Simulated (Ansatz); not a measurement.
# AlFH₃NSi: basis-set convergence

Aim: see how fast density functionals converge with the basis set for AlFH₃NSi.

Computed with Ansatz 0.2.0, Gaussian basis. Level: one geometry, several basis sets.

Plan: PBE0-D4/def2-SVP; ωB97M-V/def2-SVP; PBE0-D4/def2-QZVPP; ωB97M-V/def2-QZVPP; the functionals' def2-TZVPP values are taken from earlier runs.

## 1. The geometry

An earlier PBE0-D4 in a triple-zeta def2 set relaxation fixed the geometry.

SMILES `[F][Al]1[NH][SiH2]1`, 7 atoms, charge 0, spin multiplicity 1.

Atoms are counted from 1 here; the program's logs count them from 0.

Bond lengths: F1–Al2 1.642 Å, Al2–N3 1.763 Å, Al2–Si4 2.285 Å, N3–Si4 1.772 Å, N3–H5 1.009 Å, Si4–H6 1.492 Å, Si4–H7 1.492 Å. Angles: F1–Al2–N3 136.7°, F1–Al2–Si4 173.4°, N3–Al2–Si4 49.9°, Al2–N3–Si4 80.6°, Al2–N3–H5 150.7°, Si4–N3–H5 128.7°, Al2–Si4–N3 49.5°, Al2–Si4–H6 126.5°, Al2–Si4–H7 126.5°, N3–Si4–H6 116.6°, N3–Si4–H7 116.6°, H6–Si4–H7 106.2°.

Geometry (Å):

```mol
AlFH3NSi
  3D, bonds by distance, orders not assigned

  7  7  0  0  0  0  0  0  0  0999 V2000
   -0.2552   -2.7198    1.3759 F   0  0
   -0.2778   -1.2601    0.6236 Al  0  0
    0.9116   -0.0813    0.0727 N   0  0
   -0.5724    0.7492   -0.4244 Si  0  0
    1.8692    0.2183   -0.0365 H   0  0
   -0.8569    2.0585    0.2316 H   0  0
   -0.7574    0.9673   -1.8886 H   0  0
  1  2  8  0
  2  3  8  0
  3  4  8  0
  3  5  8  0
  4  6  8  0
  4  7  8  0
  2  4  8  0
M  END
```

## 2. PBE0-D4 in def2-SVP

Contents of in.yaml:

```yaml
crystal:
  periodic: [false, false, false]
  atoms:
    - {symbol: F, position_ang: [-0.255155, -2.719762, 1.375876]}
    - {symbol: Al, position_ang: [-0.277783, -1.260133, 0.623583]}
    - {symbol: N, position_ang: [0.911597, -0.081330, 0.072742]}
    - {symbol: Si, position_ang: [-0.572379, 0.749166, -0.424407]}
    - {symbol: H, position_ang: [1.869239, 0.218279, -0.036482]}
    - {symbol: H, position_ang: [-0.856947, 2.058494, 0.231581]}
    - {symbol: H, position_ang: [-0.757372, 0.967286, -1.888594]}
basis:
  gaussian: {orbitals: def2-SVP}
hamiltonian: {xc: pbe0, dispersion: d4}
output: {orbitals: {seedname: orbitals}}
```

On the command line:

```bash
> ansatz run in.yaml --threads 2 --pin off --events-out ev --progress --plain --max-ram 4352MiB
```

Further steps of the session: ωB97M-V in def2-SVP; PBE0-D4 in def2-QZVPP; ωB97M-V in def2-QZVPP.

**Question.** What will the summary of the whole plan be? Wanted: PBE0-D4: double and triple zeta above quadruple; ωB97M-V: double and triple zeta above quadruple.

The runs gave:

| quantity | value |
| --- | --- |
| PBE0-D4: double and triple zeta above quadruple | 11.21, 0.72 eV |
| ωB97M-V: double and triple zeta above quadruple | 11.27, 0.68 eV |

**Reading.** For PBE0-D4 the step from double to triple zeta gains 10.49 eV and the next only 0.72 eV. These are total energies; as a rule much of such shifts cancels in differences, which this series doesn't test.
